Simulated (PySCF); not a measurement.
**WH4: how settings move a single point**

Aim: repeat the single point on relaxed WH4 with altered settings, some of them bad on purpose. The structure is generated, not taken from experiment.

Program: PySCF 2.14.0. Level of theory: PBE, W def2-SVP with ECP60, H def2-SVP; scalar-relativistic core potentials, no spin–orbit coupling. These are calculated values, not measurements.

2 further runs of the same task are left out: 2 for a known fault of the program.

**1. The system as given**

5 atoms, charge 0, spin multiplicity 3.

Bond lengths: W1–H2 1.713 Å, W1–H3 1.713 Å, W1–H4 1.713 Å, W1–H5 1.713 Å. Angles: H2–W1–H3 109.5°, H2–W1–H4 109.5°, H2–W1–H5 109.5°, H3–W1–H4 109.5°, H3–W1–H5 109.5°, H4–W1–H5 109.5°.

Geometry (Å):

```xyz
5
H4W
W     0.0000    0.0000    0.0000
H     0.9888    0.9888    0.9888
H    -0.9888   -0.9888    0.9888
H     0.9888   -0.9888   -0.9888
H    -0.9888    0.9888   -0.9888
```

Formal oxidation states: W +4. An earlier session relaxed this geometry at PBE, W def2-SVP with ECP60, H def2-SVP (triplet, point group Td).

The sound run used a (50, 194) grid (finer on f atoms), a threshold of 1e-8 and at most 55 cycles, and ended at -69.385884 Eh.

**2. Altered run 1**

run.py (the lines that set the calculation) reads:

```python
mol = gto.M(atom='''
W      0.00000     0.00000     0.00000
H      0.98876     0.98876     0.98876
H     -0.98876    -0.98876     0.98876
H      0.98876    -0.98876    -0.98876
H     -0.98876     0.98876    -0.98876''',
    basis={'W': 'def2-SVP', 'H': 'def2-SVP'},
    ecp={'W': 'def2-SVP'},
    charge=0, spin=2)
mf = dft.UKS(mol, xc='PBE')
mf.grids.atom_grid = (30, 86)
mf = mf.density_fit()  # fitting sets: W def2-universal-JKFIT, H def2-universal-JKFIT
mf.conv_tol = 1e-08; mf.max_cycle = 55
mf.kernel(dm0)  # dm0: free metal ions and neutral atoms
```

Started as:

```sh
> OMP_NUM_THREADS=2 python run.py
```

The log of the run:

```text
init E= -68.981227920288
  HOMO = -0.221332347477  LUMO = -0.171379833238  gap/eV = 1.35928
cycle= 1 E= -69.2851808261159  delta_E= -0.304  |g|= 0.375  |ddm|= 1.78
  HOMO = -0.0520787585579  LUMO = -0.0110815205744  gap/eV = 1.11559
cycle= 2 E= -68.9479371073635  delta_E= 0.337  |g|= 0.776  |ddm|= 1.42
  HOMO = -0.196630742782  LUMO = -0.123861082097  gap/eV = 1.98016
cycle= 3 E= -69.3865626482155  delta_E= -0.439  |g|= 0.023  |ddm|= 0.979
  HOMO = -0.190501591997  LUMO = -0.115392224068  gap/eV = 2.04383
cycle= 4 E= -69.3870103367755  delta_E= -0.000448  |g|= 0.00313  |ddm|= 0.0422
  HOMO = -0.192504822593  LUMO = -0.117108275107  gap/eV = 2.05164
cycle= 5 E= -69.3870209515266  delta_E= -1.06e-05  |g|= 0.000563  |ddm|= 0.00736
  HOMO = -0.192335650403  LUMO = -0.116915092764  gap/eV = 2.05230
cycle= 6 E= -69.3870211771833  delta_E= -2.26e-07  |g|= 4.26e-05  |ddm|= 0.000729
  HOMO = -0.192327088778  LUMO = -0.11690879357  gap/eV = 2.05224
cycle= 7 E= -69.3870211787372  delta_E= -1.55e-09  |g|= 6.21e-06  |ddm|= 7.79e-05
  HOMO = -0.192330163226  LUMO = -0.116912407279  gap/eV = 2.05222
Extra cycle  E= -69.3870211786495  delta_E= 8.77e-11  |g|= 1.44e-05  |ddm|= 2.58e-05
converged SCF energy = -69.3870211786495  <S^2> = 2.0186769  2S+1 = 3.0124255
```

It took 0.6 s on 2 threads of Arm Neoverse V2, shared host.

Changed: the integration grid, to (30, 86). It converges in 7 cycles, -0.031 eV from the sound run, with a largest force component of 0.01 eV/Å. The setting is unsound, so these numbers aren't the compound's.

**3. Altered run 2**

Edit run.py (the lines that set the calculation) of step 2 so:

```diff
@@ -10,5 +10,5 @@
 mf = dft.UKS(mol, xc='PBE')
-mf.grids.atom_grid = (30, 86)
+mf.grids.atom_grid = (50, 194)
 mf = mf.density_fit()  # fitting sets: W def2-universal-JKFIT, H def2-universal-JKFIT
-mf.conv_tol = 1e-08; mf.max_cycle = 55
-mf.kernel(dm0)  # dm0: free metal ions and neutral atoms
+mf.conv_tol = 1e-08; mf.max_cycle = 84
+mf.kernel(dm0)  # dm0: core Hamiltonian
```

Started as:

```sh
> OMP_NUM_THREADS=2 python run.py
```

The log of the run:

```text
init E= -60.795789410341
cycle= 1 E= -43.3372227910736  delta_E= 17.5  |g|= 4.36  |ddm|= 23.7
cycle= 2 E= -61.2769444574021  delta_E= -17.9  |g|= 2.65  |ddm|= 21.9
  HOMO = -0.207651158275  LUMO = -0.185112073079  gap/eV = 0.61332
cycle= 3 E= -69.0249859452297  delta_E= -7.75  |g|= 0.799  |ddm|= 13.8
  HOMO = -0.140712671586  LUMO = -0.0841376731202  gap/eV = 1.53948
cycle= 4 E= -69.3650935201349  delta_E= -0.34  |g|= 0.175  |ddm|= 0.826
  HOMO = -0.194942139562  LUMO = -0.123931832814  gap/eV = 1.93229
cycle= 5 E= -69.3827050724383  delta_E= -0.0176  |g|= 0.0675  |ddm|= 0.264
  HOMO = -0.195958730618  LUMO = -0.120877402424  gap/eV = 2.04307
cycle= 6 E= -69.3855808396859  delta_E= -0.00288  |g|= 0.0205  |ddm|= 0.103
  HOMO = -0.191702247686  LUMO = -0.116790885675  gap/eV = 2.03844
cycle= 7 E= -69.3858706779456  delta_E= -0.00029  |g|= 0.00353  |ddm|= 0.0288
  HOMO = -0.192443958134  LUMO = -0.117119444016  gap/eV = 2.04968
cycle= 8 E= -69.3858830334446  delta_E= -1.24e-05  |g|= 0.000485  |ddm|= 0.00702
  HOMO = -0.192465750864  LUMO = -0.116995473598  gap/eV = 2.05365
cycle= 9 E= -69.3858836496035  delta_E= -6.16e-07  |g|= 7.99e-05  |ddm|= 0.00259
  HOMO = -0.192453206641  LUMO = -0.116977314509  gap/eV = 2.05380
cycle= 10 E= -69.3858836539806  delta_E= -4.38e-09  |g|= 5.13e-06  |ddm|= 0.000107
  HOMO = -0.192453685185  LUMO = -0.116976634652  gap/eV = 2.05384
Extra cycle  E= -69.3858836540013  delta_E= -2.08e-11  |g|= 1.63e-06  |ddm|= 1.28e-05
converged SCF energy = -69.3858836540013  <S^2> = 2.0185914  2S+1 = 3.0123688
```

Wall time 1.2 s (2 threads of Arm Neoverse V2, shared host).

Changed: the starting guess (bare core Hamiltonian); the cycle limit is 84. It converges in 10 cycles, at the sound run's energy within 0.001 eV, with a largest force component of 0.00 eV/Å. The result survives the change.

**4. Altered run 3**

Edit run.py (the lines that set the calculation) of step 3 so:

```diff
@@ -12,3 +12,3 @@
 mf = mf.density_fit()  # fitting sets: W def2-universal-JKFIT, H def2-universal-JKFIT
-mf.conv_tol = 1e-08; mf.max_cycle = 84
-mf.kernel(dm0)  # dm0: core Hamiltonian
+mf.conv_tol = 1e-05; mf.max_cycle = 55
+mf.kernel(dm0)  # dm0: free metal ions and neutral atoms
```

Started as:

```sh
> OMP_NUM_THREADS=2 python run.py
```

The log of the run:

```text
init E= -68.9804877908831
  HOMO = -0.221436358328  LUMO = -0.171498931482  gap/eV = 1.35887
cycle= 1 E= -69.2839917851711  delta_E= -0.304  |g|= 0.375  |ddm|= 1.78
  HOMO = -0.0521605465964  LUMO = -0.0111278109032  gap/eV = 1.11656
cycle= 2 E= -68.9468458214495  delta_E= 0.337  |g|= 0.776  |ddm|= 1.42
  HOMO = -0.196750866674  LUMO = -0.123896075888  gap/eV = 1.98248
cycle= 3 E= -69.3854235297543  delta_E= -0.439  |g|= 0.0231  |ddm|= 0.979
  HOMO = -0.190623335427  LUMO = -0.115446100839  gap/eV = 2.04568
cycle= 4 E= -69.3858727929463  delta_E= -0.000449  |g|= 0.00314  |ddm|= 0.0421
  HOMO = -0.192630522737  LUMO = -0.117170456322  gap/eV = 2.05337
cycle= 5 E= -69.3858834323885  delta_E= -1.06e-05  |g|= 0.000554  |ddm|= 0.00739
  HOMO = -0.192462176549  LUMO = -0.116980041522  gap/eV = 2.05397
cycle= 6 E= -69.3858836521844  delta_E= -2.2e-07  |g|= 4.26e-05  |ddm|= 0.000726
  HOMO = -0.192437431648  LUMO = -0.116958863452  gap/eV = 2.05388
Extra cycle  E= -69.3858836462917  delta_E= 5.89e-09  |g|= 0.000108  |ddm|= 0.000185
converged SCF energy = -69.3858836462917  <S^2> = 2.0185993  2S+1 = 3.012374
```

Run time: 1 s. Hardware: 2 threads of Arm Neoverse V2, shared host.

Changed: the SCF threshold (1e-05). It converges in 6 cycles, at the sound run's energy within 0.001 eV, with a largest force component of 0.00 eV/Å. The result survives the change.

**5. Altered run 4**

Edit run.py (the lines that set the calculation) of step 4 so:

```diff
@@ -12,3 +12,3 @@
 mf = mf.density_fit()  # fitting sets: W def2-universal-JKFIT, H def2-universal-JKFIT
-mf.conv_tol = 1e-05; mf.max_cycle = 55
-mf.kernel(dm0)  # dm0: free metal ions and neutral atoms
+mf.conv_tol = 1e-08; mf.max_cycle = 55
+mf.kernel(dm0)  # dm0: smeared density
```

Started as:

```sh
> OMP_NUM_THREADS=2 python run.py
```

The log of the run:

```text
init E= -69.3036596234661
  HOMO = -0.203210161212  LUMO = -0.14421055192  gap/eV = 1.60546
cycle= 1 E= -69.3843820664438  delta_E= -0.0807  |g|= 0.0431  |ddm|= 0.382
  HOMO = -0.172609461852  LUMO = -0.0992582448865  gap/eV = 1.99599
cycle= 2 E= -69.3787314163003  delta_E= 0.00565  |g|= 0.103  |ddm|= 0.186
  HOMO = -0.190825578509  LUMO = -0.116345064664  gap/eV = 2.02672
cycle= 3 E= -69.3858626417623  delta_E= -0.00713  |g|= 0.00376  |ddm|= 0.123
  HOMO = -0.192608803065  LUMO = -0.117502066518  gap/eV = 2.04376
cycle= 4 E= -69.3858808037325  delta_E= -1.82e-05  |g|= 0.000966  |ddm|= 0.00924
  HOMO = -0.192436195327  LUMO = -0.117039606975  gap/eV = 2.05165
cycle= 5 E= -69.3858833645743  delta_E= -2.56e-06  |g|= 0.000332  |ddm|= 0.00403
  HOMO = -0.192438103954  LUMO = -0.116964588501  gap/eV = 2.05374
cycle= 6 E= -69.3858836493631  delta_E= -2.85e-07  |g|= 7.65e-05  |ddm|= 0.00171
  HOMO = -0.192454002888  LUMO = -0.116976538114  gap/eV = 2.05385
cycle= 7 E= -69.3858836540021  delta_E= -4.64e-09  |g|= 6.18e-07  |ddm|= 0.000123
  HOMO = -0.192453950844  LUMO = -0.116976412449  gap/eV = 2.05385
Extra cycle  E= -69.3858836540032  delta_E= -1.12e-12  |g|= 4.35e-07  |ddm|= 2.55e-06
converged SCF energy = -69.3858836540032  <S^2> = 2.0185909  2S+1 = 3.0123684
```

Wall time 1.1 s (2 threads of Arm Neoverse V2, shared host).

Changed: the starting guess (smeared density). It converges in 7 cycles, at the sound run's energy within 0.001 eV, with a largest force component of 0.00 eV/Å. The result survives the change.

**6. Altered run 5**

run.py (the lines that set the calculation) reads:

```python
mol = gto.M(atom='''
W      0.00000     0.00000     0.00000
H      0.98876     0.98876     0.98876
H     -0.98876    -0.98876     0.98876
H      0.98876    -0.98876    -0.98876
H     -0.28868     0.28868    -0.28868''',
    basis={'W': 'def2-SVP', 'H': 'def2-SVP'},
    ecp={'W': 'def2-SVP'},
    charge=0, spin=2)
mf = dft.UKS(mol, xc='PBE')
mf.grids.atom_grid = (50, 194)
mf = mf.density_fit()  # fitting sets: W def2-universal-JKFIT, H def2-universal-JKFIT
mf.conv_tol = 1e-08; mf.max_cycle = 61
mf.kernel(dm0)  # dm0: free metal ions and neutral atoms
```

Started as:

```sh
> OMP_NUM_THREADS=2 python run.py
```

The log of the run:

```text
init E= -58.9543752726083
  HOMO = -0.200241285351  LUMO = -0.154895463528  gap/eV = 1.23392
cycle= 1 E= -64.4972718785783  delta_E= -5.54  |g|= 0.286  |ddm|= 4.03
  HOMO = -0.102261914336  LUMO = -0.0617562878811  gap/eV = 1.10221
cycle= 2 E= -64.3668199591729  delta_E= 0.13  |g|= 0.528  |ddm|= 1.31
  HOMO = -0.206024317066  LUMO = -0.132790317365  gap/eV = 1.99280
cycle= 3 E= -64.559362541594  delta_E= -0.193  |g|= 0.0877  |ddm|= 0.793
  HOMO = -0.193657091425  LUMO = -0.118830891525  gap/eV = 2.03612
cycle= 4 E= -64.5620002931625  delta_E= -0.00264  |g|= 0.0479  |ddm|= 0.38
  HOMO = -0.193932196918  LUMO = -0.118114418942  gap/eV = 2.06311
cycle= 5 E= -64.5634818947603  delta_E= -0.00148  |g|= 0.00567  |ddm|= 0.145
  HOMO = -0.195498275752  LUMO = -0.119180846774  gap/eV = 2.07670
cycle= 6 E= -64.5635073199186  delta_E= -2.54e-05  |g|= 0.000742  |ddm|= 0.0247
  HOMO = -0.195426445229  LUMO = -0.118995537236  gap/eV = 2.07979
cycle= 7 E= -64.5635084834781  delta_E= -1.16e-06  |g|= 0.000192  |ddm|= 0.00551
  HOMO = -0.195438615466  LUMO = -0.118972911157  gap/eV = 2.08074
cycle= 8 E= -64.5635085940755  delta_E= -1.11e-07  |g|= 3.96e-05  |ddm|= 0.00237
  HOMO = -0.19545337606  LUMO = -0.118981305528  gap/eV = 2.08091
cycle= 9 E= -64.5635085977808  delta_E= -3.71e-09  |g|= 8.98e-06  |ddm|= 0.000382
  HOMO = -0.195447953081  LUMO = -0.11897487592  gap/eV = 2.08094
Extra cycle  E= -64.5635085977602  delta_E= 2.05e-11  |g|= 1.36e-05  |ddm|= 5.02e-05
converged SCF energy = -64.5635085977602  <S^2> = 2.0191924  2S+1 = 3.0127678
```

It took 1.2 s on 2 threads of Arm Neoverse V2, shared host.

Changed: one atom's place (atom 5 put 0.5 Å from the metal); the cycle limit is 61. It converges in 9 cycles, +131.224 eV from the sound run, with a largest force component of 399.48 eV/Å. The setting is unsound, so these numbers aren't the compound's.

**7. Side by side**

| run | changed | ending | energy change (eV) | cycles | time | usable |
| --- | --- | --- | --- | --- | --- | --- |
| 1 | the integration grid | converged | -0.031 | 7 | 0.6 s | no |
| 2 | the starting guess | converged | 0.000 | 10 | 1.2 s | yes |
| 3 | the SCF threshold | converged | 0.000 | 6 | 1 s | yes |
| 4 | the starting guess | converged | 0.000 | 7 | 1.1 s | yes |
| 5 | one atom's place | converged | +131.224 | 9 | 1.2 s | no |

3 of 5 altered runs give a usable result. 2 ended normally with numbers unfit to quote.
